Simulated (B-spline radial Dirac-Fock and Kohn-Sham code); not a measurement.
# Inner shells of Tb⁺

Aim: for terbium as Tb⁺, compute its X-ray form factor and Compton profile, the binding energy of each subshell and the widths and yields of its core holes.

Program: B-spline radial Dirac-Fock and Kohn-Sham code, version 3. Model: a free atom or ion on a radial basis; each step names its model. All values are calculated, but those marked as tabulated.

**1. The atom as given**

Terbium as Tb⁺, [Xe] 4f8 5d1 6s1 (an excited configuration).

```yaml
nuclear_charge: 65
electrons: 64
mass_number: 159
nuclear_rms_radius: 5.06 fm
```

Outer shells as boxes (Hund's rule, for the drawing alone; heavy ions are jj-coupled, and the calculation averages over the configuration):

```
[Xe] core
4f [↑↓][↑ ][↑ ][↑ ][↑ ][↑ ][↑ ]
5d [↑ ][  ][  ][  ][  ]
6s [↑ ]
```

**2. Scattering by the electron cloud**

Model: Dirac-Fock average of configuration, finite nucleus; form factor of the spherical density, Waller-Hartree incoherent function, impulse-approximation Compton profiles.

The run's settings:

```ini
task = scatter
Z = 65
charge = 1
configuration = 1s2 2s2 2p6 3s2 3p6 3d10 4s2 4p6 4d10 4f8 5s2 5p6 5d1 6s1
mass_number = 159
rms_radius = 5.06  # fm
s = [0.0, 0.05, 0.1, 0.15, 0.2, 0.25, 0.3, 0.35, 0.4, 0.45, 0.5, 0.6, 0.7, 0.8, 0.9, 1.0, 1.1, 1.2, 1.4, 1.6, 1.8, 2.0, 2.5, 3.0, 3.5, 4.0, 5.0, 6.0]  # 1/A
pz = [0, 0.1, 0.14, 0.2, 0.28, 0.4, 0.57, 0.8, 1.1, 1.6, 2.3, 3.2, 4.5, 6.4, 9.1, 13.0, 18.0, 26.0, 36.0, 51.0, 73.0]  # a.u.
photon_energy = [1000, 2000, 5000, 17479.3, 20000, 30000, 200000, 1000000]  # eV
```

**3. Hole states by ΔSCF**

Model: Dirac-Fock average of configuration, Delta-SCF, finite nucleus, first-order Breit with its frequency dependence, self-energy and vacuum polarisation.

The run's settings:

```ini
task = binding
```

**4. Widths and yields**

Model: independent-particle rates: relativistic LDA orbitals of the hole state, multipoles to L = 3 (length form), Coulomb Auger matrix elements with a Latter-tail continuum; energies from Dirac-Fock.

Recorded inputs:

```ini
task = decay
holes = ["K", "L1", "L2", "L3", "M1", "M2", "M3", "M4", "M5", "N1", "N2", "N3", "N4", "N5"]
```

**Question.** What will these runs give? Wanted: rms radius of the electron cloud; form factor halves at; Compton profile at zero; deepest level listed, K; least bound, P1; Kα1; K hole: width, yield.

The runs gave:

| quantity | value |
| --- | --- |
| rms radius of the electron cloud | 0.962 bohr |
| form factor halves at | 0.61 1/Å |
| Compton profile at zero | 9.680 1/a.u. |
| deepest level listed, K (1s) | 52011.3 eV |
| least bound, P1 (6s) | 11.23 eV |
| Kα1 | 44479.1 eV |
| K hole: width, yield | 23.2 eV, 0.939 |
| its lifetime | 0.0284 fs |
| its strongest line | Kα1 (K-L3), 44479.1 eV |

What this shows: The form factor starts at the 64 electrons and halves by s = 0.61 1/Å. Incoherent scattering outweighs coherent from 200 keV on, among the energies asked. The K (1s) level lies 79.9 eV under Koopmans' value by relaxation alone; Breit gives -149.53 and QED -77.46 eV. The K hole lives 0.028 fs and decays mostly by X-ray emission (yield 0.94). Coster-Kronig decay rules L1, M1, M2, M3, N1, N2, N3, N4 and N5, where this model's widths can be far from the measured ones. The Hartree-Fock and Dirac-Fock values hold no electron correlation.
